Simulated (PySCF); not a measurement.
# H4O2Y (Y(H2O)23+): the cost of one run

Program: PySCF 2.14.0. Level of theory: PBE0, Y def2-SVP with ECP28, O def2-SVP, H def2-SVP; scalar-relativistic core potentials, no spin–orbit coupling. These are calculated values, not measurements.

1 further run of the same task is left out (for a known fault of the program).

**1. Where the work starts**

7 atoms, charge 3, spin multiplicity 1.

Bond lengths: Y1–O2 2.177 Å, Y1–O5 2.179 Å, O2–H3 0.994 Å, O2–H4 0.995 Å, O5–H6 0.995 Å, O5–H7 0.996 Å. Angles: O2–Y1–O5 111.7°, Y1–O2–H3 129.2°, Y1–O2–H4 127.9°, H3–O2–H4 102.9°, Y1–O5–H6 129.2°, Y1–O5–H7 127.8°, H6–O5–H7 102.9°.

As a file:

```xyz
7
H4O2Y
Y    -1.0234   -0.2919   -0.0116
O     0.1414    0.0077    1.8034
H     1.0394    0.4204    1.9122
H    -0.1107   -0.2275    2.7373
O     0.1539    0.1092   -1.8009
H     1.0759   -0.1880   -2.0271
H    -0.1235    0.6135   -2.6133
```

Formal oxidation states: Y +3. An earlier session relaxed this geometry at PBE0, Y def2-SVP with ECP28, O def2-SVP, H def2-SVP (singlet, point group C1).

Its energy there is -189.679213 Eh.

**2. One electron removed, multiplicity 2**

run.py (the lines that set the calculation)

```python
mol = gto.M(atom='''
Y     -1.02338    -0.29193    -0.01159
O      0.14137     0.00773     1.80338
H      1.03945     0.42036     1.91222
H     -0.11070    -0.22747     2.73727
O      0.15386     0.10916    -1.80092
H      1.07593    -0.18795    -2.02710
H     -0.12351     0.61352    -2.61327''',
    basis={'Y': 'def2-SVP', 'O': 'def2-SVP', 'H': 'def2-SVP'},
    ecp={'Y': 'def2-SVP'},
    charge=4, spin=1)
mf = dft.UKS(mol, xc='PBE0')
mf.grids.atom_grid = (50, 194)
mf = mf.density_fit()  # fitting sets: Y def2-universal-JKFIT, O def2-universal-JKFIT, H def2-universal-JKFIT
mf.conv_tol = 1e-08; mf.max_cycle = 55
mf.kernel(dm0)  # dm0: the density of the relaxed state
```

Command:

```
$ OMP_NUM_THREADS=2 python run.py
```

**Question.** How long does this run take on 2 threads of Intel Xeon Platinum 8488C (Sapphire Rapids), shared host?

About 1.5 s.
